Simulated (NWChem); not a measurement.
# One shape, several levels: SnHSF3 (SMILES [F][Sn]([F])([F])[SH])

We compute a comparison of 3 runs (HF/STO-3G, HF/3-21G, MP2/3-21G) of SnHSF3. 

Program for the calculation: NWChem 7.3.0.

### Step 1. The molecule

SnHSF3: 6 atoms, total charge 0, spin state singlet. SMILES: `[F][Sn]([F])([F])[SH]`. The shape is that of a PBE0-D4/def2-TZVP optimisation.

Bond lengths: F1–Sn2 1.891 Å, Sn2–F3 1.888 Å, Sn2–F4 1.891 Å, Sn2–S5 2.345 Å, S5–H6 1.347 Å. Angles: F1–Sn2–F3 106.6°, F1–Sn2–F4 103.7°, F1–Sn2–S5 114.3°, F3–Sn2–F4 106.5°, F3–Sn2–S5 110.7°, F4–Sn2–S5 114.5°, Sn2–S5–H6 91.2°.

### Step 2. Energy and gradient at HF/STO-3G (run 1)

File mol.xyz:

```xyz
6

F     -0.660100    -0.939100     1.648700
Sn     0.258100    -0.395900     0.087200
F      2.066700    -0.882800     0.328200
F     -0.430200    -1.536400    -1.255100
S      0.074700     1.891200    -0.394700
H     -1.267100     1.798900    -0.460600
```

File mol.nw:

```
start mol
memory total 2200 mb

geometry units angstroms noautosym nocenter noautoz
load mol.xyz
end

basis "ao basis" spherical bse
* library STO-3G
end

scf
singlet
rhf
thresh 1e-08
maxiter 80
print medium
end

task scf gradient
```

Run with:

```sh
$ nwchem mol.nw > mol.out
```

Standard output:

```text
[...]
  functions       =    52
[...]
  wavefunction    = RHF
[...]
         Total SCF energy =  -6651.213191689431
      One-electron energy = -10579.279955426600
      Two-electron energy =   3242.521346554018
 Nuclear repulsion energy =    685.545417183150
        Time for solution =      4.0s
[...]
                         RHF ENERGY GRADIENTS
    atom               coordinates                        gradient
                 x          y          z           x          y          z
   1 F      -1.247408  -1.774642   3.115591   -0.003954  -0.004180   0.006794
   2 Sn      0.487738  -0.748143   0.164784   -0.004183   0.012775  -0.002884
   3 F       3.905497  -1.668250   0.620208    0.006703  -0.001671   0.000844
   4 F      -0.812960  -2.903375  -2.371795   -0.002982  -0.006670  -0.005123
   5 S       0.141163   3.573850  -0.745875    0.016157   0.005721  -0.000120
   6 H      -2.394472   3.399428  -0.870408   -0.011741  -0.005974   0.000489
[...]
```

Run time: 6.6 s. Hardware: 1 thread of Intel Xeon 6975P-C (Granite Rapids), shared host; peak memory 0.1 GiB.

### Step 3. Energy and forces at HF/3-21G (run 2)

File f3hssn.nw:

```
start f3hssn
title "F3HSSn gradient"
memory stack 880 mb heap 220 mb global 1100 mb
geometry units angstroms noautosym nocenter noautoz
  F       -0.660100      -0.939100       1.648700
  Sn       0.258100      -0.395900       0.087200
  F        2.066700      -0.882800       0.328200
  F       -0.430200      -1.536400      -1.255100
  S        0.074700       1.891200      -0.394700
  H       -1.267100       1.798900      -0.460600
end
basis spherical bse
  * library 3-21G
end
scf
  thresh 1e-08
  maxiter 80
end
task scf gradient
```

Run with:

```sh
$ nwchem f3hssn.nw > f3hssn.out
```

Standard output:

```text
[...]
  functions       =    73
[...]
  wavefunction    = RHF
[...]
         Total SCF energy =  -6689.265765281458
      One-electron energy = -10602.113849301417
      Two-electron energy =   3227.302666836809
 Nuclear repulsion energy =    685.545417183150
        Time for solution =      5.4s
[...]
                         RHF ENERGY GRADIENTS
    atom               coordinates                        gradient
                 x          y          z           x          y          z
   1 F      -1.247408  -1.774642   3.115591   -0.008075  -0.003771   0.013805
   2 Sn      0.487738  -0.748143   0.164784   -0.011816   0.042585  -0.009509
   3 F       3.905497  -1.668250   0.620208    0.015781  -0.001580   0.001540
   4 F      -0.812960  -2.903375  -2.371795   -0.005992  -0.009133  -0.012268
   5 S       0.141163   3.573850  -0.745875    0.004543  -0.017606   0.003920
   6 H      -2.394472   3.399428  -0.870408    0.005559  -0.010495   0.002512
[...]
```

It took 8.1 s on 1 thread of Intel Xeon 6975P-C (Granite Rapids), shared host; peak memory 0.1 GiB.

### Step 4. Energy and forces at MP2/3-21G (run 3)

File run.py:

```python
from ase import Atoms
from ase.calculators.nwchem import NWChem

system = Atoms(['F', 'Sn', 'F', 'F', 'S', 'H'], positions=[
    [-0.660100, -0.939100, 1.648700],
    [0.258100, -0.395900, 0.087200],
    [2.066700, -0.882800, 0.328200],
    [-0.430200, -1.536400, -1.255100],
    [0.074700, 1.891200, -0.394700],
    [-1.267100, 1.798900, -0.460600],
])

calc = NWChem(
    label='f3hssn',
    theory='mp2',
    memory='2200 mb',
    basis='3-21G',
    basispar='spherical bse',
    scf={'nopen': '0', 'rhf': None, 'thresh': '1e-08', 'maxiter': '80'},
    mp2={'freeze': 'core 26', 'tight': None},
)
system.calc = calc

forces = system.get_forces()
e = system.get_potential_energy()
print(f"E = {e:.6f} eV")
print("forces (eV/A):")
for s, f in zip(system.symbols, forces):
    print(f"{s:2s} {f[0]:10.5f} {f[1]:10.5f} {f[2]:10.5f}")
```

Run with:

```sh
$ export ASE_NWCHEM_COMMAND="nwchem PREFIX.nwi > PREFIX.nwo"
$ python run.py
```

Standard output:

```text
E = -182036.705379 eV
forces (eV/A):
F     0.08716   -0.04016   -0.11447
Sn    0.42727   -1.61841    0.35995
F    -0.14486   -0.10017    0.00972
F     0.06669    0.01116    0.13251
S     0.32632    1.36922   -0.26138
H    -0.76254    0.37836   -0.12640
```

The calculator wrote f3hssn.nwi:

```
title "f3hssn"

permanent_dir f3hssn

scratch_dir f3hssn

start f3hssn

geometry units angstrom nocenter noautosym noautoz
  F  -6.6010000000000002e-01 -9.3910000000000005e-01 1.6487000000000001e+00
  Sn 2.5810000000000000e-01 -3.9589999999999997e-01 8.7200000000000000e-02
  F  2.0667000000000000e+00 -8.8280000000000003e-01 3.2819999999999999e-01
  F  -4.3020000000000003e-01 -1.5364000000000000e+00 -1.2551000000000001e+00
  S  7.4700000000000003e-02 1.8912000000000000e+00 -3.9470000000000000e-01
  H  -1.2670999999999999e+00 1.7988999999999999e+00 -4.6060000000000001e-01
end

memory 2200 mb

basis spherical bse noprint
   * library 3-21G
end

scf
  nopen 0
  rhf
  thresh 1e-08
  maxiter 80
end
mp2
  freeze core 26
  tight
end

task mp2 gradient
```

f3hssn.nwo:

```text
Northwest Computational Chemistry Package (NWChem) 7.3.0
             --------------------------------------------------------

           Job information
           ---------------

    nwchem branch   = 7.3.0
    use scalapack   = T
    input           = f3hssn.nwi
    prefix          = f3hssn.
    data base       = f3hssn/f3hssn.db
    status          = startup
    nproc           =        1

           Memory information
           ------------------

    heap     =     72089598 doubles =      550.0 Mbytes
    stack    =     72089595 doubles =      550.0 Mbytes
    global   =    144179200 doubles =     1100.0 Mbytes (distinct from heap & stack)
    total    =    288358393 doubles =     2200.0 Mbytes
    verify   = yes
    hardfail = no

[... 123 lines left out ...]
 1-e energy   =  -10607.385392
[... 9 lines left out ...]
 Convergence threshold     :          1.000E-08
[... 16 lines left out ...]
         Total SCF energy =  -6689.265765281666
[... 2 lines left out ...]
 Nuclear repulsion energy =    685.545417183149
[... 375 lines left out ...]
 CPHF converged to   4.1D-07 in   10 iters
[... 88 lines left out ...]
  MP2 natural orbitals output to f3hssn/f3hssn.mp2nos
[... 12 lines left out ...]
                 ----------------------------------------
                 |  Time  |  1-e(secs)   |  2-e(secs)   |
                 ----------------------------------------
                 |  CPU   |       0.00   |       1.97   |
                 ----------------------------------------
                 |  WALL  |       0.00   |       1.97   |
                 ----------------------------------------
 -----------------------
 Task  times  cpu:       14.0s     wall:       14.0s
 Total times  cpu:       14.0s     wall:       14.0s
```

Run time: 15 s. Hardware: 1 thread of Intel Xeon 6975P-C (Granite Rapids), shared host; peak memory 0.19 GiB.

### Step 5. The series

| run | level | module | frozen core orbitals | energy (Eh) | dipole moment (D) | HOMO energy (eV) | LUMO energy (eV) | wall time |
| --- | --- | --- | --- | --- | --- | --- | --- | --- |
| 1 | HF/STO-3G | scf | – | -6651.213192 | 1.26 | -7.89 | 7.96 | 6.6 s |
| 2 | HF/3-21G | scf | – | -6689.265765 | 2.35 | -12.14 | 1.10 | 8.1 s |
| 3 | MP2/3-21G | mp2 | 26 | -6689.725588 | 1.98 | -12.14 | 1.10 | 15 s |

### Step 6. What came out

| quantity | value |
| --- | --- |
| run 3: total energy | -6689.72559 Eh |
| run 3: dipole moment (of the density that the program reports) | 1.98 D |
| run 3: HOMO energy (Hartree–Fock orbitals) | -12.14 eV |
| run 3: LUMO energy (Hartree–Fock orbitals) | 1.10 eV |
| run 3: HOMO–LUMO gap (Hartree–Fock orbitals) | 13.24 eV |
| run 3: correlation energy (26 core orbitals frozen) | -459.8 mEh |
| run 3: largest force on an atom | 1.712 eV/Å |

**Reading.** The dipole moment (its size) runs from 1.26 D (HF/STO-3G) to 2.35 D (HF/3-21G). In run 1 the basis is minimal, so the values are rough. In runs 1, 2, 3 relativity is left out where basis or elements ask for it. All runs together took 30 s, the longest 15 s.
